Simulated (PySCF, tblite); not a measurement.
# C₃H₇FOSSi: dynamics, then NMR shifts on frames, part 2 of 2

tblite 0.8.0 and PySCF 2.14.0. Atoms count from 0. The steps go on from the part before.

## 5. Nuclear shieldings: 625 fs, PBE0/pcSseg-1

Job settings and geometry (Å):

```
{"job": {"kind": "nmr", "xc": "PBE0", "basis": "pcSseg-1", "pop": false}, "charge": 0, "multiplicity": 1}
C      2.463600    -0.843900    -1.056800
C      2.477900     0.212700    -0.273600
O      1.671300     0.308600     0.786900
Si     0.163500     0.033700     1.168000
F     -0.361600     1.498100     1.578100
S     -1.241500    -0.745300    -0.189900
C     -2.708900    -0.958100     0.874800
H      1.742700    -1.634100    -0.895700
H      3.130600    -1.096700    -1.826500
H      3.178900     0.979300    -0.224600
H      0.118900    -0.842400     2.292400
H     -2.407300    -1.231300     1.880600
H     -3.352000    -1.777200     0.492400
H     -3.270000    -0.016100     0.819300
```

With the program's defaults for keys left out, this is: GIAO PBE0/pcSseg-1 NMR shielding, non-relativistic, gas phase.

Log:

```text
coarse grid: 13024 points
cycle   1  E = -980.5541894814  dE =  9.496e-01  |g| = 7.881e-01  |ddm| = 3.414e+00
cycle   2  E = -980.4596251370  dE =  9.456e-02  |g| = 1.113e+00  |ddm| = 1.295e+00
cycle   3  E = -980.6623553408  dE = -2.027e-01  |g| = 9.040e-02  |ddm| = 7.770e-01
cycle   4  E = -980.6636627427  dE = -1.307e-03  |g| = 4.578e-02  |ddm| = 1.110e-01
cycle   5  E = -980.6641316797  dE = -4.689e-04  |g| = 1.520e-02  |ddm| = 4.544e-02
cycle   6  E = -980.6641845812  dE = -5.290e-05  |g| = 3.728e-03  |ddm| = 1.417e-02
cycle   7  E = -980.6641871348  dE = -2.554e-06  |g| = 9.636e-04  |ddm| = 3.325e-03
final grid: 117712 points
cycle   8  E = -980.7231218859  dE = -2.620e-05  |g| = 9.602e-03  |ddm| = 2.189e-02
cycle   9  E = -980.7231043738  dE =  1.751e-05  |g| = 1.340e-02  |ddm| = 1.488e-02
cycle  10  E = -980.7231400227  dE = -3.565e-05  |g| = 1.767e-03  |ddm| = 9.448e-03
cycle  11  E = -980.7231407145  dE = -6.919e-07  |g| = 2.462e-04  |ddm| = 1.564e-03
cycle  12  E = -980.7231407275  dE = -1.294e-08  |g| = 1.082e-04  |ddm| = 2.987e-04
cycle  13  E = -980.7231407304  dE = -2.946e-09  |g| = 2.052e-05  |ddm| = 9.721e-05
cycle  14  E = -980.7231407305  dE = -9.572e-11  |g| = 6.563e-06  |ddm| = 2.414e-05
converged SCF energy = -980.7231407305

GIAO shielding tensors (ppm)
atom      isotropic    diamagn.    paramagn.     s11        s22        s33       span
  0 C       85.398     257.140    -171.742    -12.565    106.501    162.259    174.823
  1 C       39.662     247.576    -207.914    -67.594     74.319    112.261    179.855
  2 O      205.790     396.077    -190.287    171.190    192.674    253.506     82.316
  3 Si     372.045     880.928    -508.883    342.594    368.448    405.093     62.499
  4 F      303.332     471.546    -168.214    250.868    298.320    360.809    109.941
  5 S      647.028    1062.303    -415.276    587.137    634.121    719.825    132.688
  6 C      172.282     250.656     -78.374    158.056    167.184    191.605     33.549
  7 H       26.954      33.693      -6.739     23.704     26.449     30.709      7.004
  8 H       27.417      29.415      -1.998     25.935     26.581     29.735      3.800
  9 H       25.859      29.590      -3.732     22.412     26.918     28.246      5.834
 10 H       26.782      30.946      -4.164     22.838     24.977     32.530      9.692
 11 H       29.789      29.760       0.029     24.661     28.113     36.594     11.933
 12 H       28.985      28.316       0.670     23.534     26.136     37.285     13.751
 13 H       28.727      29.235      -0.508     22.089     26.808     37.284     15.195
```

Run time: 19 s. Hardware: 1 thread of Intel Xeon Platinum 8488C, shared host; peak memory 0.76 GiB.

In short: δ C1 147.3, C0 101.5, C6 14.6, O2 130.3, H9 5.86, H10 4.94 ppm.

## 6. NMR shieldings: 800 fs, PBE0/pcSseg-1

Job settings and geometry (Å):

```
{"job": {"kind": "nmr", "xc": "PBE0", "basis": "pcSseg-1", "pop": false}, "charge": 0, "multiplicity": 1}
C      2.411300    -1.295000    -0.740200
C      2.550400    -0.079800    -0.231100
O      1.687000     0.594000     0.579000
Si     0.390600     0.157500     1.332000
F     -0.356200     1.609600     1.599400
S     -1.187100    -0.939500     0.101700
C     -2.681800    -0.628900     1.163800
H      1.533500    -1.932300    -0.573500
H      3.231700    -1.667300    -1.312600
H      3.472000     0.503900    -0.345600
H      0.746700    -0.563700     2.576700
H     -2.410800    -1.158900     2.090100
H     -3.567500    -0.923000     0.571300
H     -2.777400     0.489500     1.362900
```

With the program's defaults for keys left out, this is: GIAO PBE0/pcSseg-1 NMR shielding, non-relativistic, gas phase.

Log:

```text
coarse grid: 13024 points
cycle   1  E = -980.5425700520  dE =  6.667e-01  |g| = 8.010e-01  |ddm| = 3.350e+00
cycle   2  E = -980.4281138892  dE =  1.145e-01  |g| = 1.172e+00  |ddm| = 1.371e+00
cycle   3  E = -980.6585820696  dE = -2.305e-01  |g| = 9.259e-02  |ddm| = 8.214e-01
cycle   4  E = -980.6599320348  dE = -1.350e-03  |g| = 4.669e-02  |ddm| = 1.175e-01
cycle   5  E = -980.6604292024  dE = -4.972e-04  |g| = 1.453e-02  |ddm| = 4.902e-02
cycle   6  E = -980.6604767903  dE = -4.759e-05  |g| = 4.946e-03  |ddm| = 1.399e-02
cycle   7  E = -980.6604815920  dE = -4.802e-06  |g| = 1.114e-03  |ddm| = 4.208e-03
final grid: 117712 points
cycle   8  E = -980.7198127513  dE = -1.936e-05  |g| = 9.432e-03  |ddm| = 1.969e-02
cycle   9  E = -980.7197932860  dE =  1.947e-05  |g| = 1.366e-02  |ddm| = 1.516e-02
cycle  10  E = -980.7198304934  dE = -3.721e-05  |g| = 1.541e-03  |ddm| = 9.609e-03
cycle  11  E = -980.7198310264  dE = -5.330e-07  |g| = 2.495e-04  |ddm| = 1.400e-03
cycle  12  E = -980.7198310398  dE = -1.344e-08  |g| = 1.005e-04  |ddm| = 2.860e-04
cycle  13  E = -980.7198310424  dE = -2.553e-09  |g| = 2.174e-05  |ddm| = 8.989e-05
cycle  14  E = -980.7198310425  dE = -1.141e-10  |g| = 7.144e-06  |ddm| = 2.751e-05
converged SCF energy = -980.7198310425

GIAO shielding tensors (ppm)
atom      isotropic    diamagn.    paramagn.     s11        s22        s33       span
  0 C       84.625     258.599    -173.975    -16.887    112.046    158.714    175.600
  1 C       34.461     245.310    -210.849    -73.820     73.408    103.794    177.613
  2 O      200.966     396.576    -195.611    154.588    198.755    249.555     94.967
  3 Si     363.521     880.784    -517.263    347.569    365.999    376.995     29.426
  4 F      322.844     471.988    -149.144    271.006    315.467    382.059    111.053
  5 S      551.841    1062.192    -510.350    446.031    497.894    711.598    265.567
  6 C      168.196     254.160     -85.963    147.701    171.677    185.211     37.509
  7 H       26.485      33.323      -6.837     23.108     26.712     29.636      6.529
  8 H       27.174      28.060      -0.886     25.707     25.937     29.878      4.171
  9 H       25.078      27.021      -1.943     21.111     26.959     27.164      6.053
 10 H       25.507      28.798      -3.291     21.801     23.355     31.365      9.564
 11 H       28.080      28.811      -0.731     21.576     26.677     35.986     14.410
 12 H       28.674      28.999      -0.325     23.465     25.956     36.601     13.136
 13 H       27.960      29.693      -1.733     21.770     27.951     34.160     12.391
```

Run time: 21 s. Hardware: 1 thread of Intel Xeon Platinum 8488C, shared host; peak memory 0.76 GiB.

In short: δ C1 152.5, C0 102.3, C6 18.7, O2 135.1, H9 6.64, H10 6.21 ppm.

## 7. NMR shieldings: 1000 fs, PBE0/pcSseg-1

Job settings and geometry (Å):

```
{"job": {"kind": "nmr", "xc": "PBE0", "basis": "pcSseg-1", "pop": false}, "charge": 0, "multiplicity": 1}
C      2.699800    -1.419000    -0.058500
C      2.484200    -0.125500    -0.273400
O      1.455200     0.540200     0.358400
Si     0.215400     0.112000     1.241500
F     -0.283800     1.573000     1.760800
S     -1.140100    -0.812500    -0.066500
C     -2.602200    -0.636100     1.115300
H      2.037600    -2.028100     0.480300
H      3.582600    -1.873600    -0.424700
H      3.127700     0.539400    -0.707600
H      0.522900    -0.632100     2.458100
H     -2.696100    -1.624700     1.705300
H     -3.494000    -0.641700     0.423200
H     -2.443400     0.217500     1.693900
```

Method: GIAO PBE0/pcSseg-1 NMR shielding, non-relativistic, gas phase.

Log:

```text
coarse grid: 13024 points
cycle   1  E = -980.5466913774  dE =  8.241e-01  |g| = 8.011e-01  |ddm| = 3.391e+00
cycle   2  E = -980.4303790151  dE =  1.163e-01  |g| = 1.176e+00  |ddm| = 1.350e+00
cycle   3  E = -980.6590900267  dE = -2.287e-01  |g| = 1.011e-01  |ddm| = 8.297e-01
cycle   4  E = -980.6607654353  dE = -1.675e-03  |g| = 5.049e-02  |ddm| = 1.173e-01
cycle   5  E = -980.6613358479  dE = -5.704e-04  |g| = 1.735e-02  |ddm| = 4.951e-02
cycle   6  E = -980.6614052027  dE = -6.935e-05  |g| = 3.604e-03  |ddm| = 1.585e-02
cycle   7  E = -980.6614077504  dE = -2.548e-06  |g| = 8.683e-04  |ddm| = 3.785e-03
final grid: 117712 points
cycle   8  E = -980.7201352161  dE = -2.507e-05  |g| = 9.852e-03  |ddm| = 2.161e-02
cycle   9  E = -980.7201123124  dE =  2.290e-05  |g| = 1.452e-02  |ddm| = 1.588e-02
cycle  10  E = -980.7201544584  dE = -4.215e-05  |g| = 1.718e-03  |ddm| = 1.032e-02
cycle  11  E = -980.7201551130  dE = -6.546e-07  |g| = 2.913e-04  |ddm| = 1.519e-03
cycle  12  E = -980.7201551315  dE = -1.855e-08  |g| = 1.161e-04  |ddm| = 3.113e-04
cycle  13  E = -980.7201551350  dE = -3.404e-09  |g| = 2.172e-05  |ddm| = 9.864e-05
cycle  14  E = -980.7201551351  dE = -1.087e-10  |g| = 7.030e-06  |ddm| = 2.582e-05
converged SCF energy = -980.7201551351

GIAO shielding tensors (ppm)
atom      isotropic    diamagn.    paramagn.     s11        s22        s33       span
  0 C       83.691     257.118    -173.427    -20.495    108.454    163.114    183.610
  1 C       31.741     245.222    -213.480    -81.200     70.246    106.178    187.377
  2 O      194.868     397.798    -202.930    141.155    198.358    245.092    103.937
  3 Si     369.129     881.600    -512.471    333.149    373.466    400.772     67.623
  4 F      326.102     470.996    -144.895    285.880    305.384    387.040    101.160
  5 S      643.319    1062.165    -418.845    535.037    642.922    751.999    216.962
  6 C      169.755     251.873     -82.118    152.297    169.741    187.228     34.931
  7 H       27.390      34.157      -6.767     24.456     26.025     31.687      7.231
  8 H       27.409      28.180      -0.772     25.288     26.582     30.355      5.067
  9 H       26.022      30.375      -4.353     23.198     26.497     28.371      5.173
 10 H       25.985      30.103      -4.119     22.646     23.636     31.672      9.026
 11 H       27.885      27.327       0.558     22.232     25.643     35.780     13.548
 12 H       28.108      28.170      -0.062     22.472     25.722     36.131     13.659
 13 H       30.020      30.807      -0.787     22.932     30.606     36.521     13.589
```

It took 20 s on 1 thread of Intel Xeon Platinum 8488C, shared host; peak memory 0.78 GiB.

Key values: δ C1 155.2, C0 103.2, C6 17.2, O2 141.2, H10 5.73, H9 5.70 ppm.

## 8. Comparing the runs: NMR shifts

Shifts (ppm) of some atoms, chosen among heavy atoms and hydrogens apart, with basis size and wall time:

```tsv
frame	C1	H7	H13	O2	Si3	F4	S5	functions	time
250 fs	152.4	6.43	2.47	138.1	-26.6	-152.7	-78	168	20 s
425 fs	161.7	4.02	2.28	157.6	-21.2	-167.0	-206	168	19 s
625 fs	147.3	4.76	2.99	130.3	-22.9	-132.4	-143	168	19 s
800 fs	152.5	5.23	3.76	135.1	-14.4	-151.9	-48	168	21 s
1000 fs	155.2	4.33	1.70	141.2	-20.0	-155.2	-140	168	20 s
```

## 9. Outcome

The summary covers parts 1 to 2.

| quantity | value |
| --- | --- |
| thermostat | 300 K |
| mean temperature, second half | 283 K |
| mean potential energy above the minimum | 0.46 eV |
| 13C shifts against TMS (PBE0/pcSseg-1, 250 fs) | 152.4, 108.5, 19.5 ppm |
| 1H shifts against TMS (PBE0/pcSseg-1, 250 fs) | 6.43, 6.32, 6.14, 4.86, 3.86, 2.47, 2.12 ppm |
| 17O shifts against H2O (PBE0/pcSseg-1, 250 fs) | 138.1 ppm |
| 29Si shifts against TMS (PBE0/pcSseg-1, 250 fs) | -26.6 ppm |
| 19F shifts against CFCl3 (PBE0/pcSseg-1, 250 fs) | -152.7 ppm |
| 33S shifts against CS2 (PBE0/pcSseg-1, 250 fs) | -78 ppm |
| range of the shift of S5 | -206 to -48 ppm |

In the second half the potential energy averages 0.46 eV above the minimum; equipartition over 36 harmonic modes at 300 K would give 0.47 eV. With 14 atoms the temperature swings widely (168 to 413 K). Shifts at one fixed geometry are not the observed spectrum, which averages over the motion. In the first frame run (250 fs): Shielding is most anisotropic at S5 (span 248 ppm, paramagnetic term -480 ppm). Across the 5 runs the shift of S5 moves most, between -206 (425 fs) and -48 ppm (800 fs).
